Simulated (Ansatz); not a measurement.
# GeH8O2 (built from SMILES O.O.[GeH4]): a barrier at many levels of theory

How high is the barrier of this step (Ge1–O7 formed, H2–H8 formed, H6–O9 formed, Ge1–H2 broken, H6–O7 broken, H8–O9 broken), and how far do cheaper methods land from CCSD(T)?

Program: Ansatz 0.2.0, Gaussian basis. Level of theory: single points in def2-TZVPP on PBE0-D4/def2-TZVP structures. These are calculated values, not measurements.

Levels: SPW92, PBE-D4, BLYP-D4, r2SCAN-D4, B97M-V, PBE0-D4, B3LYP-D4, r2SCAN0-D4, BHLYP-D4, CAM-B3LYP-D4, wB97X-V, wB97M-V, B2PLYP, PBE-QIDH, RPA on PBE, Hartree-Fock, MP2, CCSD, CCSD(T). The reference is CCSD(T) at the basis limit, from triple and quadruple zeta. Zero-point energies come from PBE0-D4 vibrations.

Cores are frozen in the correlated methods. Filled d shells of the heavier atoms are correlated. B3LYP uses VWN-RPA correlation. B2PLYP carries no dispersion term here.

33 further runs of the same task are left out: 33 set aside as unsound or not needed.

### Step 1. The three structures

Charge 0, multiplicity 1. The folders r, ts and p hold the start, the saddle and the end; their coordinates stand in the first inputs.

```csv
pair,r (Å),ts (Å),p (Å)
Ge1–O7,3.186,1.953,1.798
H2–H8,2.136,1.080,0.750
H6–O9,1.894,1.178,0.970
Ge1–H2,1.540,1.851,3.865
H6–O7,0.970,1.217,1.877
H8–O9,0.963,1.156,2.477
```

### Step 2. wB97M-V/def2-TZVPP

r/in.yaml reads:

```yaml
crystal:
  periodic: [false, false, false]
  atoms:
    - {symbol: Ge, position_ang: [-0.575456, -0.564523, -1.684671]}
    - {symbol: H, position_ang: [-0.467568, -1.267856, -0.318575]}
    - {symbol: H, position_ang: [-0.789508, -1.668448, -2.738985]}
    - {symbol: H, position_ang: [-1.770776, 0.386874, -1.693794]}
    - {symbol: H, position_ang: [0.735399, 0.162402, -1.998414]}
    - {symbol: H, position_ang: [0.309863, 1.097612, 1.177196]}
    - {symbol: O, position_ang: [-0.128038, 1.677843, 0.534600]}
    - {symbol: H, position_ang: [0.738320, -1.080531, 1.434375]}
    - {symbol: O, position_ang: [0.963698, -0.422257, 2.099736]}
    - {symbol: H, position_ang: [0.522737, 2.344381, 0.307067]}
    - {symbol: H, position_ang: [0.461330, -0.665396, 2.881365]}
basis:
  gaussian: {orbitals: def2-TZVPP}
hamiltonian: {xc: {name: wB97M-V}}
```

ts/in.yaml reads:

```yaml
crystal:
  periodic: [false, false, false]
  atoms:
    - {symbol: Ge, position_ang: [-0.433210, -0.031491, -1.290022]}
    - {symbol: H, position_ang: [-0.458993, -1.215784, 0.132314]}
    - {symbol: H, position_ang: [0.468408, -1.070555, -1.990786]}
    - {symbol: H, position_ang: [-1.949718, -0.276799, -1.394017]}
    - {symbol: H, position_ang: [-0.206933, 1.259154, -2.169708]}
    - {symbol: H, position_ang: [0.597513, 0.436954, 1.150904]}
    - {symbol: O, position_ang: [0.206869, 1.072447, 0.188970]}
    - {symbol: H, position_ang: [0.114255, -1.050905, 1.032093]}
    - {symbol: O, position_ang: [0.748852, -0.510955, 1.833821]}
    - {symbol: H, position_ang: [0.693572, 1.837222, -0.129455]}
    - {symbol: H, position_ang: [0.219387, -0.449191, 2.635784]}
basis:
  gaussian: {orbitals: def2-TZVPP}
hamiltonian: {xc: {name: wB97M-V}}
```

p/in.yaml reads:

```yaml
crystal:
  periodic: [false, false, false]
  atoms:
    - {symbol: Ge, position_ang: [-0.372173, 0.547527, -1.479441]}
    - {symbol: H, position_ang: [-0.466917, -2.812952, 0.427071]}
    - {symbol: H, position_ang: [0.478018, -0.647470, -1.936487]}
    - {symbol: H, position_ang: [-1.674177, 0.116671, -0.805788]}
    - {symbol: H, position_ang: [-0.618326, 1.515186, -2.650603]}
    - {symbol: H, position_ang: [0.572190, 0.431187, 1.392207]}
    - {symbol: O, position_ang: [0.502945, 1.442212, -0.188073]}
    - {symbol: H, position_ang: [-0.224864, -2.266163, 0.879332]}
    - {symbol: O, position_ang: [0.524468, -0.240178, 2.090898]}
    - {symbol: H, position_ang: [1.348076, 1.791097, -0.479621]}
    - {symbol: H, position_ang: [-0.069240, 0.122984, 2.750405]}
basis:
  gaussian: {orbitals: def2-TZVPP}
hamiltonian: {xc: {name: wB97M-V}}
```

No record of the launch command was kept for these runs.

Further steps of the session: CCSD(T)/def2-TZVPP; MP2/def2-QZVPP; Vibrations of the start structure; Vibrations of the end structure.

**Question.** What will these runs give? Wanted: barrier, CCSD(T)/CBS; reverse barrier, CCSD(T)/CBS; step energy, CCSD(T)/CBS; barrier with zero-point energy; step energy with zero-point energy; imaginary mode at the saddle; largest T1 diagnostic.

The runs gave:

```
                          quantity       value
              barrier, CCSD(T)/CBS    2.168 eV
      reverse barrier, CCSD(T)/CBS    2.092 eV
          step energy, CCSD(T)/CBS   +0.076 eV
    barrier with zero-point energy    2.077 eV
step energy with zero-point energy   -0.043 eV
      imaginary mode at the saddle  1378i cm⁻¹
             largest T1 diagnostic       0.012
```

Among the functionals BHLYP-D4 lands nearest to CCSD(T)/CBS (+0.020 eV) and SPW92 farthest (-1.105 eV). Mean unsigned error by rung: LDA 1.105, GGA 0.501, meta-GGA 0.373, hybrid 0.225, range-separated hybrid 0.160, double hybrid 0.163 eV. PBE-D4 gives a barrier 0.589 eV too low, outside chemical accuracy (1 kcal/mol, 0.043 eV). Every functional without exact exchange puts the barrier too low, the usual mark of self-interaction error, which favours the spread-out density of a saddle. The barrier rises with the share of exact exchange, from BLYP-D4 through B3LYP-D4 to BHLYP-D4 (-0.414, -0.242, +0.020 eV). Hartree-Fock, with no correlation, is off by +0.715 eV. Zero-point motion lowers the barrier by 0.092 eV.
